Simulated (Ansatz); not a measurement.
# CZr: the cost of one run

Program: Ansatz 0.2.0, Gaussian basis. Level of theory: def2-QZVPP, core rule «outside noble gas», up to 5 orbitals frozen. These are calculated values, not measurements.

To be run: UHF; ROHF; CCSD(T) on UHF.

### 1 What is computed

The geometry is a PBE0/def2-TZVP stationary point (not a proven minimum) of the parent state, kept for this charge and spin. No spin-orbit coupling is included. Elements past krypton take def2 core potentials.

2 atoms, charge 1, spin multiplicity 2.

Atoms are counted from 1 here; the program's logs count them from 0.

Bond lengths: Zr1–C2 1.897 Å.

Coordinates:

```tsv
atom	x (Å)	y (Å)	z (Å)
Zr1	0.00000	0.00000	0.00000
C2	0.00000	0.00000	1.89700
```

### 2 UHF

in.yaml reads:

```yaml
crystal:
  periodic: [false, false, false]
  atoms:
    - {symbol: Zr, position_ang: [0.000000, 0.000000, 0.000000]}
    - {symbol: C, position_ang: [0.000000, 0.000000, 1.897000]}
basis:
  gaussian: {orbitals: "def2-QZVPP.json"}
total_charge: 1
magnetization: {spin_polarized: true, initial_magnetization: 1}
hamiltonian: {xc: hf}
output: {orbitals: {seedname: orbitals}}
```

The run is started by

```console
$ ansatz run in.yaml --threads 1 --pin off --events-out ev --progress --plain --max-ram 4096MiB --backend cpu
```

**Question.** How long does this run take on 1 thread of AMD EPYC 7R13, shared host, and how much memory does it need?

About 29 s, with a peak of 0.28 GiB.
